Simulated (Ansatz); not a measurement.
# Molecular dynamics of Ba2In3Au

Input file:

```yaml
accuracy: low
crystal:
  lattice:
    - [-12.01992, 0.0, 0.0]
    - [0.0, -5.124622, 0.0]
    - [-5.651535, 0.0, 6.247983]
  atoms:
    - { symbol: Ba, position: [0.545905, 0.5, 0.701531] }
    - { symbol: Ba, position: [0.453192, 0.5, 0.301805] }
    - { symbol: In, position: [0.156015, 0.5, 0.283745] }
    - { symbol: In, position: [0.173328, 0.5, 0.894842] }
    - { symbol: In, position: [0.836787, 0.5, 0.098816] }
    - { symbol: Au, position: [0.834773, 0.5, 0.719261] }
    - { symbol: Ba, position: [0.045905, 0.0, 0.701531] }
    - { symbol: Ba, position: [0.953192, 0.0, 0.301805] }
    - { symbol: In, position: [0.656015, 0.0, 0.283745] }
    - { symbol: In, position: [0.673328, 0.0, 0.894842] }
    - { symbol: In, position: [0.336787, 0.0, 0.098816] }
    - { symbol: Au, position: [0.334773, 0.0, 0.719261] }
basis:
  ecutwfc: 420.0
kpoints:
  mp_grid: { grid: [2, 3, 2] }
hamiltonian:
  xc: lda
scf:
  occupations: { method: fermi_dirac, width: 0.3 }
  lower_state_search: "off"
md:
  timestep: 3.38
  n_steps: 100
  ensemble: nvt_langevin
  temperature: 3500.0
  initial_velocities: maxwell_boltzmann
  seed: 493256
  friction: 0.02
```

Run as:

```bash
$ ansatz run input.yaml --threads 2 --pin off --max-ram 5120MiB --backend cpu --events-out ev --progress --plain --runs-dir out
```

It starts from an unrelaxed structure (largest force component 0.14 eV/Å).

Output, in part (one step line in 2):

```
md step     0: t =     0.00 fs  T =  3208.3 K  F+E_penalty+E_count = -81598.68926321 eV  E_kin = 4.976510 eV  (9 SCF iters)
md step     2: t =     6.76 fs  T =  3304.4 K  F+E_penalty+E_count = -81598.64638479 eV  E_kin = 5.125510 eV  (9 SCF iters)
md step     4: t =    13.52 fs  T =  2215.2 K  F+E_penalty+E_count = -81598.56130242 eV  E_kin = 3.435970 eV  (9 SCF iters)
md step     6: t =    20.28 fs  T =  2309.4 K  F+E_penalty+E_count = -81598.46913028 eV  E_kin = 3.582120 eV  (7 SCF iters)
md step     8: t =    27.04 fs  T =  2687.8 K  F+E_penalty+E_count = -81598.33247608 eV  E_kin = 4.169048 eV  (7 SCF iters)
md step    10: t =    33.80 fs  T =  3011.6 K  F+E_penalty+E_count = -81598.15942040 eV  E_kin = 4.671322 eV  (8 SCF iters)
md step    12: t =    40.56 fs  T =  2772.1 K  F+E_penalty+E_count = -81597.95528873 eV  E_kin = 4.299799 eV  (7 SCF iters)
md step    14: t =    47.32 fs  T =  3737.9 K  F+E_penalty+E_count = -81597.70585006 eV  E_kin = 5.797858 eV  (8 SCF iters)
md step    16: t =    54.08 fs  T =  2977.5 K  F+E_penalty+E_count = -81597.44096289 eV  E_kin = 4.618428 eV  (7 SCF iters)
md step    18: t =    60.84 fs  T =  2916.7 K  F+E_penalty+E_count = -81597.23334534 eV  E_kin = 4.524191 eV  (7 SCF iters)
md step    20: t =    67.60 fs  T =  2369.2 K  F+E_penalty+E_count = -81597.07243638 eV  E_kin = 3.674981 eV  (9 SCF iters)
md step    22: t =    74.36 fs  T =  3086.5 K  F+E_penalty+E_count = -81596.92945244 eV  E_kin = 4.787541 eV  (8 SCF iters)
md step    24: t =    81.12 fs  T =  3340.2 K  F+E_penalty+E_count = -81596.86830045 eV  E_kin = 5.180987 eV  (7 SCF iters)
md step    26: t =    87.88 fs  T =  3747.3 K  F+E_penalty+E_count = -81596.78775952 eV  E_kin = 5.812491 eV  (7 SCF iters)
md step    28: t =    94.64 fs  T =  2831.8 K  F+E_penalty+E_count = -81596.64535231 eV  E_kin = 4.392514 eV  (8 SCF iters)
md step    30: t =   101.40 fs  T =  2965.8 K  F+E_penalty+E_count = -81596.44609973 eV  E_kin = 4.600370 eV  (9 SCF iters)
md step    32: t =   108.16 fs  T =  2465.3 K  F+E_penalty+E_count = -81596.27462614 eV  E_kin = 3.823958 eV  (8 SCF iters)
md step    34: t =   114.92 fs  T =  3095.8 K  F+E_penalty+E_count = -81595.98048870 eV  E_kin = 4.801928 eV  (8 SCF iters)
md step    36: t =   121.68 fs  T =  2485.2 K  F+E_penalty+E_count = -81595.57837000 eV  E_kin = 3.854813 eV  (7 SCF iters)
md step    38: t =   128.44 fs  T =  1977.0 K  F+E_penalty+E_count = -81595.18580948 eV  E_kin = 3.066559 eV  (7 SCF iters)
md step    40: t =   135.20 fs  T =  2056.5 K  F+E_penalty+E_count = -81594.90642061 eV  E_kin = 3.189827 eV  (9 SCF iters)
md step    42: t =   141.96 fs  T =  3006.4 K  F+E_penalty+E_count = -81595.10048149 eV  E_kin = 4.663306 eV  (7 SCF iters)
md step    44: t =   148.72 fs  T =  3615.8 K  F+E_penalty+E_count = -81595.40850284 eV  E_kin = 5.608583 eV  (8 SCF iters)
md step    46: t =   155.48 fs  T =  3598.4 K  F+E_penalty+E_count = -81595.53904278 eV  E_kin = 5.581607 eV  (7 SCF iters)
md step    48: t =   162.24 fs  T =  3929.5 K  F+E_penalty+E_count = -81595.56776627 eV  E_kin = 6.095173 eV  (7 SCF iters)
md step    50: t =   169.00 fs  T =  3969.1 K  F+E_penalty+E_count = -81595.46319317 eV  E_kin = 6.156586 eV  (9 SCF iters)
md step    52: t =   175.76 fs  T =  4433.5 K  F+E_penalty+E_count = -81595.21578060 eV  E_kin = 6.876840 eV  (8 SCF iters)
md step    54: t =   182.52 fs  T =  4303.9 K  F+E_penalty+E_count = -81594.93291815 eV  E_kin = 6.675889 eV  (8 SCF iters)
md step    56: t =   189.28 fs  T =  4276.2 K  F+E_penalty+E_count = -81594.66606816 eV  E_kin = 6.632823 eV  (8 SCF iters)
md step    58: t =   196.04 fs  T =  3989.5 K  F+E_penalty+E_count = -81594.51325571 eV  E_kin = 6.188238 eV  (8 SCF iters)
md step    60: t =   202.80 fs  T =  3824.2 K  F+E_penalty+E_count = -81594.56657862 eV  E_kin = 5.931826 eV  (9 SCF iters)
md step    62: t =   209.56 fs  T =  3802.7 K  F+E_penalty+E_count = -81594.66790960 eV  E_kin = 5.898500 eV  (8 SCF iters)
md step    64: t =   216.32 fs  T =  3877.7 K  F+E_penalty+E_count = -81594.75103645 eV  E_kin = 6.014838 eV  (8 SCF iters)
md step    66: t =   223.08 fs  T =  3583.0 K  F+E_penalty+E_count = -81594.68762577 eV  E_kin = 5.557702 eV  (8 SCF iters)
md step    68: t =   229.84 fs  T =  3495.3 K  F+E_penalty+E_count = -81594.56237593 eV  E_kin = 5.421686 eV  (8 SCF iters)
md step    70: t =   236.60 fs  T =  3327.5 K  F+E_penalty+E_count = -81594.37495976 eV  E_kin = 5.161278 eV  (9 SCF iters)
md step    72: t =   243.36 fs  T =  3271.7 K  F+E_penalty+E_count = -81594.16393259 eV  E_kin = 5.074761 eV  (7 SCF iters)
md step    74: t =   250.12 fs  T =  2326.9 K  F+E_penalty+E_count = -81594.01120894 eV  E_kin = 3.609273 eV  (8 SCF iters)
md step    76: t =   256.88 fs  T =  2520.2 K  F+E_penalty+E_count = -81593.94914715 eV  E_kin = 3.909159 eV  (7 SCF iters)
md step    78: t =   263.64 fs  T =  2357.5 K  F+E_penalty+E_count = -81593.95704364 eV  E_kin = 3.656689 eV  (7 SCF iters)
md step    80: t =   270.40 fs  T =  2698.8 K  F+E_penalty+E_count = -81594.23634153 eV  E_kin = 4.186178 eV  (9 SCF iters)
md step    82: t =   277.16 fs  T =  3485.0 K  F+E_penalty+E_count = -81594.66254562 eV  E_kin = 5.405719 eV  (8 SCF iters)
md step    84: t =   283.92 fs  T =  4522.9 K  F+E_penalty+E_count = -81595.06715417 eV  E_kin = 7.015540 eV  (8 SCF iters)
md step    86: t =   290.68 fs  T =  4733.5 K  F+E_penalty+E_count = -81595.39606686 eV  E_kin = 7.342241 eV  (8 SCF iters)
md step    88: t =   297.44 fs  T =  4152.3 K  F+E_penalty+E_count = -81595.54488042 eV  E_kin = 6.440681 eV  (7 SCF iters)
md step    90: t =   304.20 fs  T =  3602.1 K  F+E_penalty+E_count = -81595.47721640 eV  E_kin = 5.587307 eV  (9 SCF iters)
md step    92: t =   310.96 fs  T =  3113.2 K  F+E_penalty+E_count = -81595.28501493 eV  E_kin = 4.828991 eV  (8 SCF iters)
md step    94: t =   317.72 fs  T =  4307.7 K  F+E_penalty+E_count = -81595.04131456 eV  E_kin = 6.681703 eV  (8 SCF iters)
md step    96: t =   324.48 fs  T =  3758.5 K  F+E_penalty+E_count = -81594.79996059 eV  E_kin = 5.829895 eV  (8 SCF iters)
md step    98: t =   331.24 fs  T =  3166.2 K  F+E_penalty+E_count = -81594.60550224 eV  E_kin = 4.911155 eV  (8 SCF iters)
md step   100: t =   338.00 fs  T =  3634.5 K  F+E_penalty+E_count = -81594.41211213 eV  E_kin = 5.637515 eV  (9 SCF iters)
```

All steps were run. A run of 0.34 ps of so small a system gives no equilibrium averages. Limits of this set-up: coarse k mesh, low accuracy level.

Mean squared displacements from the first frame to the last, about the centre of mass: Ba 0.40 Å², In 0.50 Å², Au 0.66 Å².

Last frame:

```xyz
12
Lattice="-12.0199 0.0000 0.0000 0.0000 -5.1246 0.0000 -5.6515 0.0000 6.2480" Properties=species:S:1:pos:R:3
Ba -10.319 -2.700 3.804
Ba -6.428 -3.026 1.857
In -3.022 -2.255 1.437
In -6.975 -2.212 4.963
In -10.829 -2.456 0.672
Au -14.632 -2.007 4.440
Ba -4.069 0.895 4.328
Ba -13.102 0.344 1.783
In -9.259 0.331 1.619
In -12.866 -0.643 6.613
In -4.176 -0.067 0.068
Au -7.689 -0.117 3.585
```

The run took 19 min on 2 threads of Intel(R) Xeon(R) Platinum 8259CL CPU @ 2.50GHz (Skylake/Cascade Lake) (shared host), peak memory 1.2 GiB.
